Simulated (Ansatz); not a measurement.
# C: a strain scan

The task, for C: see how energy and stress answer to the strain pattern (0, 0, 0, 1, 0, 0).

Program: Ansatz 0.2.0. Level of theory: DFT r2SCAN, scalar-relativistic, plane waves, PAW. These are calculated values, not measurements.

1 further run of the same task is left out (set aside as unsound or not needed).

### Step 1. The starting structure

It takes space group Fd-3m (No. 227, cubic). The conventional cell has a = 3.560 Å, b = 3.560 Å, c = 3.560 Å, α = 90.00°, β = 90.00°, γ = 90.00°. C (site symmetry -43m) is surrounded by 4 C at 1.54 Å.

Coordinates:

```
C
1.0
     0.00000    1.78014    1.78014
     1.78014    0.00000    1.78014
     1.78014    1.78014    0.00000
C
2
Direct
  0.50000 0.50000 0.50000
  0.75000 0.75000 0.75000
```

This cell was relaxed beforehand with the same method: volume 5.64 Å³/atom, gap on the mesh 4.39 eV.

### Step 2. The reference: the undisturbed cell on the scan's mesh

Contents of input.yaml:

```yaml
crystal:
  lattice:
    - [0.0, 1.7801417077, 1.7801417077]
    - [1.7801417077, 0.0, 1.7801417077]
    - [1.7801417077, 1.7801417077, 0.0]
  atoms:
    - { symbol: C, position: [0.5, 0.5, 0.5] }
    - { symbol: C, position: [0.75, 0.75, 0.75] }
basis:
  ecutwfc: 500
kpoints:
  mp_grid: { grid: [12, 12, 12] }
hamiltonian:
  xc: r2scan
scf:
  occupations: { method: gaussian, width: 0.05 }
output:
  forces: true
  stress: true
  eigenvalues: true
```

The run is started by

```bash
> ansatz run input.yaml --threads 1 --pin off --max-ram 2560MiB --backend cpu --events-out ev --progress --plain --runs-dir out
```

### Step 3. Setting up a strain scan

The cell is strained by ε times the Voigt pattern (0, 0, 0, 1, 0, 0) (xx, yy, zz, yz, xz, xy; engineering shear), with fractional coordinates fixed (clamped ions). The stress on the pattern is the sum of the stress components weighted by it, tension positive.

### Step 4. At ε = -0.0200

input.yaml, as its differences from that of step 2:

```diff
@@ -2,5 +2,5 @@
   lattice:
-    - [0.0, 1.7801417077, 1.7801417077]
-    - [1.7801417077, 0.0, 1.7801417077]
-    - [1.7801417077, 1.7801417077, 0.0]
+    - [0.0, 1.7623402906, 1.7623402906]
+    - [1.7801417077, -0.0178014171, 1.7801417077]
+    - [1.7801417077, 1.7801417077, -0.0178014171]
   atoms:
@@ -20 +20,5 @@
   eigenvalues: true
+  write_density: true
+  write_potential: true
+  elf: true
+  volumetric_format: npy
```

### Step 5. At ε = 0.0150

input.yaml, as its differences from that of step 4:

```diff
@@ -2,5 +2,5 @@
   lattice:
-    - [0.0, 1.7623402906, 1.7623402906]
-    - [1.7801417077, -0.0178014171, 1.7801417077]
-    - [1.7801417077, 1.7801417077, -0.0178014171]
+    - [0.0, 1.7934927705, 1.7934927705]
+    - [1.7801417077, 0.0133510628, 1.7801417077]
+    - [1.7801417077, 1.7801417077, 0.0133510628]
   atoms:
```

### Step 6. Point ε = -0.0100

Contents of input.yaml:

```yaml
crystal:
  lattice:
    - [0.0, 1.7712409992, 1.7712409992]
    - [1.7801417077, -0.0089007085, 1.7801417077]
    - [1.7801417077, 1.7801417077, -0.0089007085]
  atoms:
    - { symbol: C, position: [0.5, 0.5, 0.5] }
    - { symbol: C, position: [0.75, 0.75, 0.75] }
basis:
  ecutwfc: 500
kpoints:
  mp_grid: { grid: [12, 12, 12] }
hamiltonian:
  xc: r2scan
scf:
  occupations: { method: gaussian, width: 0.05 }
output:
  forces: true
  stress: true
  eigenvalues: true
```

### Step 7. At ε = 0.0050

Contents of input.yaml:

```yaml
crystal:
  lattice:
    - [0.0, 1.784592062, 1.784592062]
    - [1.7801417077, 0.0044503543, 1.7801417077]
    - [1.7801417077, 1.7801417077, 0.0044503543]
  atoms:
    - { symbol: C, position: [0.5, 0.5, 0.5] }
    - { symbol: C, position: [0.75, 0.75, 0.75] }
basis:
  ecutwfc: 500
kpoints:
  mp_grid: { grid: [12, 12, 12] }
hamiltonian:
  xc: r2scan
scf:
  occupations: { method: gaussian, width: 0.05 }
output:
  forces: true
  stress: true
  eigenvalues: true
  write_density: true
  write_potential: true
  elf: true
  volumetric_format: npy
```

### Step 8. Point ε = 0.0175

input.yaml, as its differences from that of step 7:

```diff
@@ -2,5 +2,5 @@
   lattice:
-    - [0.0, 1.784592062, 1.784592062]
-    - [1.7801417077, 0.0044503543, 1.7801417077]
-    - [1.7801417077, 1.7801417077, 0.0044503543]
+    - [0.0, 1.7957179476, 1.7957179476]
+    - [1.7801417077, 0.0155762399, 1.7801417077]
+    - [1.7801417077, 1.7801417077, 0.0155762399]
   atoms:
```

### Step 9. At ε = 0.0125

Contents of input.yaml:

```yaml
crystal:
  lattice:
    - [0.0, 1.7912675934, 1.7912675934]
    - [1.7801417077, 0.0111258857, 1.7801417077]
    - [1.7801417077, 1.7801417077, 0.0111258857]
  atoms:
    - { symbol: C, position: [0.5, 0.5, 0.5] }
    - { symbol: C, position: [0.75, 0.75, 0.75] }
basis:
  ecutwfc: 500
kpoints:
  mp_grid: { grid: [12, 12, 12] }
hamiltonian:
  xc: r2scan
scf:
  occupations: { method: gaussian, width: 0.05 }
output:
  forces: true
  stress: true
  eigenvalues: true
```

### Step 10. ε = 0.0075

input.yaml, as its differences from that of step 9:

```diff
@@ -2,5 +2,5 @@
   lattice:
-    - [0.0, 1.7912675934, 1.7912675934]
-    - [1.7801417077, 0.0111258857, 1.7801417077]
-    - [1.7801417077, 1.7801417077, 0.0111258857]
+    - [0.0, 1.7868172391, 1.7868172391]
+    - [1.7801417077, 0.0066755314, 1.7801417077]
+    - [1.7801417077, 1.7801417077, 0.0066755314]
   atoms:
```

### Step 11. ε = 0.0025

input.yaml, as its differences from that of step 10:

```diff
@@ -2,5 +2,5 @@
   lattice:
-    - [0.0, 1.7868172391, 1.7868172391]
-    - [1.7801417077, 0.0066755314, 1.7801417077]
-    - [1.7801417077, 1.7801417077, 0.0066755314]
+    - [0.0, 1.7823668848, 1.7823668848]
+    - [1.7801417077, 0.0022251771, 1.7801417077]
+    - [1.7801417077, 1.7801417077, 0.0022251771]
   atoms:
```

(Steps that only read results are left out.)

What does the calculation give? Wanted: slope of the stress at ε = 0, from the points at -0.0100, 0 and 0.0025.

As calculated:

| quantity | value |
| --- | --- |
| slope of the stress at ε = 0, from the points at -0.0100, 0 and 0.0025 | 589 GPa |

**Reading.** The slope of the stress at zero strain, 589 GPa, estimates C44 with clamped ions in this Cartesian frame; letting the atoms relax could not make it stiffer. No sampled point lies below the undisturbed cell. The gap on the mesh stays between 4.35 and 4.39 eV.
